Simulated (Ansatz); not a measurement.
**GaH5NOSi radical: how energies converge with the basis set**

An exercise on one series of results from a longer session: the logs are not shown, and one member is left open.

Method: one geometry, several basis sets; program: Ansatz 0.2.0, Gaussian basis.

Levels to be run: PBE0-D4/def2-SVP; ωB97M-V/def2-SVP; PBE0-D4/def2-QZVPP; ωB97M-V/def2-QZVPP; the functionals' def2-TZVPP values are taken from earlier runs.

## Structure used throughout

All runs share one geometry, relaxed beforehand with PBE0-D4 in a triple-zeta def2 set.

SMILES `[NH2][Ga][O][SiH3]`, 9 atoms, charge 0, spin multiplicity 2.

Atoms are counted from 1 here; the program's logs count them from 0.

Bond lengths: N1–Ga2 1.839 Å, N1–H5 1.008 Å, N1–H6 1.011 Å, Ga2–O3 1.797 Å, O3–Si4 1.630 Å, Si4–H7 1.488 Å, Si4–H8 1.492 Å, Si4–H9 1.488 Å. Angles: Ga2–N1–H5 119.1°, Ga2–N1–H6 116.7°, H5–N1–H6 110.8°, N1–Ga2–O3 113.3°, Ga2–O3–Si4 140.6°, O3–Si4–H7 109.8°, O3–Si4–H8 111.7°, O3–Si4–H9 110.3°, H7–Si4–H8 108.2°, H7–Si4–H9 108.6°, H8–Si4–H9 108.1°.

Set-up of the first run:

Contents of in.yaml:

```yaml
crystal:
  periodic: [false, false, false]
  atoms:
    - {symbol: N, position_ang: [-0.167092, 2.531588, -0.817159]}
    - {symbol: Ga, position_ang: [0.778462, 1.175193, -0.012937]}
    - {symbol: O, position_ang: [-0.138739, -0.367118, 0.086567]}
    - {symbol: Si, position_ang: [-0.008000, -1.872674, 0.696436]}
    - {symbol: H, position_ang: [0.325825, 3.351534, -1.135583]}
    - {symbol: H, position_ang: [-0.876207, 2.257433, -1.484109]}
    - {symbol: H, position_ang: [-0.235667, -2.874425, -0.380085]}
    - {symbol: H, position_ang: [1.342525, -2.114709, 1.281515]}
    - {symbol: H, position_ang: [-1.021096, -2.086821, 1.765355]}
basis:
  gaussian: {orbitals: def2-SVP}
magnetization: {spin_polarized: true, initial_magnetization: 1}
hamiltonian: {xc: pbe0, dispersion: d4}
output: {orbitals: {seedname: orbitals}}
```

Among the steps run: PBE0-D4 in def2-SVP; ωB97M-V in def2-SVP; PBE0-D4 in def2-QZVPP; ωB97M-V in def2-QZVPP.

One of the session's tables, all rows but one given; the rest of the session is left out.

It belongs to the step «Density functionals: the series». 

```
functional       basis  HOMO (eV)  LUMO (eV)
   PBE0-D4    def2-SVP          ?          ?
   PBE0-D4  def2-TZVPP      -6.30      -3.04
   PBE0-D4  def2-QZVPP      -6.34      -3.10
   ωB97M-V    def2-SVP      -8.28      -1.32
   ωB97M-V  def2-TZVPP      -8.37      -1.37
   ωB97M-V  def2-QZVPP      -8.42      -1.49
```

Q: Estimate the row for PBE0-D4, def2-SVP from the others.

The run gave: HOMO (eV): -6.21; LUMO (eV): -2.98. In the column «HOMO (eV)» it is the highest.
